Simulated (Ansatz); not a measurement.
# C3H5F3O4S: how energies converge with the basis set

The task here is to estimate one member of a computed series from the others.

Program: Ansatz 0.2.0, Gaussian basis. Level of theory: one geometry, several basis sets. These are calculated values, not measurements.

Levels to be run: PBE0-D4/def2-SVP; ωB97M-V/def2-SVP; PBE0-D4/def2-QZVPP; ωB97M-V/def2-QZVPP; the functionals' def2-TZVPP values are taken from earlier runs.

### Structure used throughout

All runs share one geometry, relaxed beforehand with PBE0-D4 in a triple-zeta def2 set.

SMILES `O=S(=O)(OCCO)C(F)(F)F`, 16 atoms, charge 0, spin multiplicity 1.

Atoms are counted from 1 here; the program's logs count them from 0.

Bond lengths: O1–S2 1.416 Å, S2–O3 1.422 Å, S2–O4 1.564 Å, S2–C8 1.847 Å, O4–C5 1.455 Å, C5–C6 1.505 Å, C5–H12 1.091 Å, C5–H13 1.091 Å, C6–O7 1.403 Å, C6–H14 1.093 Å, C6–H15 1.098 Å, O7–H16 0.962 Å, C8–F9 1.329 Å, C8–F10 1.321 Å, C8–F11 1.320 Å. Angles: O1–S2–O3 123.1°, O1–S2–O4 106.9°, O1–S2–C8 106.8°, O3–S2–O4 110.8°, O3–S2–C8 106.6°, O4–S2–C8 100.2°, S2–O4–C5 121.4°, O4–C5–C6 107.0°, O4–C5–H12 109.2°, O4–C5–H13 107.0°, C6–C5–H12 111.6°, C6–C5–H13 111.3°, H12–C5–H13 110.6°, C5–C6–O7 112.8°, C5–C6–H14 107.9°, C5–C6–H15 109.4°, O7–C6–H14 106.9°, O7–C6–H15 111.9° and more.

As a file:

```
O     1.32486   -1.76936   -1.59436
S     1.30878   -0.82073   -0.54324
O     2.24061    0.24950   -0.44932
O    -0.15840   -0.29218   -0.43117
C    -0.46164    0.96751    0.23096
C    -1.53418    1.64309   -0.58068
O    -2.73152    0.91325   -0.61319
C     1.43614   -1.77048    1.03598
F     1.23385   -0.95358    2.06405
F     0.53160   -2.73266    1.06648
F     2.64397   -2.29521    1.12700
H     0.44453    1.57215    0.28210
H    -0.81753    0.72407    1.23283
H    -1.75898    2.60285   -0.10794
H    -1.15250    1.84810   -1.58937
H    -2.57239    0.09107   -1.08573
```

Set-up of the first run:

File in.yaml:

```yaml
crystal:
  periodic: [false, false, false]
  atoms:
    - {symbol: O, position_ang: [1.324861, -1.769362, -1.594362]}
    - {symbol: S, position_ang: [1.308782, -0.820727, -0.543239]}
    - {symbol: O, position_ang: [2.240608, 0.249497, -0.449323]}
    - {symbol: O, position_ang: [-0.158398, -0.292180, -0.431167]}
    - {symbol: C, position_ang: [-0.461642, 0.967514, 0.230957]}
    - {symbol: C, position_ang: [-1.534178, 1.643087, -0.580677]}
    - {symbol: O, position_ang: [-2.731520, 0.913248, -0.613189]}
    - {symbol: C, position_ang: [1.436140, -1.770477, 1.035983]}
    - {symbol: F, position_ang: [1.233847, -0.953582, 2.064051]}
    - {symbol: F, position_ang: [0.531604, -2.732656, 1.066478]}
    - {symbol: F, position_ang: [2.643969, -2.295207, 1.127004]}
    - {symbol: H, position_ang: [0.444529, 1.572149, 0.282096]}
    - {symbol: H, position_ang: [-0.817527, 0.724070, 1.232833]}
    - {symbol: H, position_ang: [-1.758983, 2.602847, -0.107938]}
    - {symbol: H, position_ang: [-1.152505, 1.848104, -1.589375]}
    - {symbol: H, position_ang: [-2.572387, 0.091074, -1.085731]}
basis:
  gaussian: {orbitals: def2-SVP}
hamiltonian: {xc: pbe0, dispersion: d4}
output: {orbitals: {seedname: orbitals}}
```

Steps of the session up to this table: PBE0-D4 in def2-SVP; ωB97M-V in def2-SVP; PBE0-D4 in def2-QZVPP; ωB97M-V in def2-QZVPP.

One of the session's tables, all rows but one given; the rest of the session is left out.

It belongs to the step «Functionals by basis». 

| functional | basis | HOMO (eV) | LUMO (eV) |
| --- | --- | --- | --- |
| PBE0-D4 | def2-SVP | ? | ? |
| PBE0-D4 | def2-TZVPP | -8.63 | 0.61 |
| PBE0-D4 | def2-QZVPP | -8.68 | 0.35 |
| ωB97M-V | def2-SVP | -10.80 | 3.08 |
| ωB97M-V | def2-TZVPP | -11.09 | 2.30 |
| ωB97M-V | def2-QZVPP | -11.15 | 1.65 |

Q: Estimate the row for PBE0-D4, def2-SVP from the others.

**Answer.** HOMO (eV): -8.35; LUMO (eV): 0.99. In the column «HOMO (eV)» it is the highest.
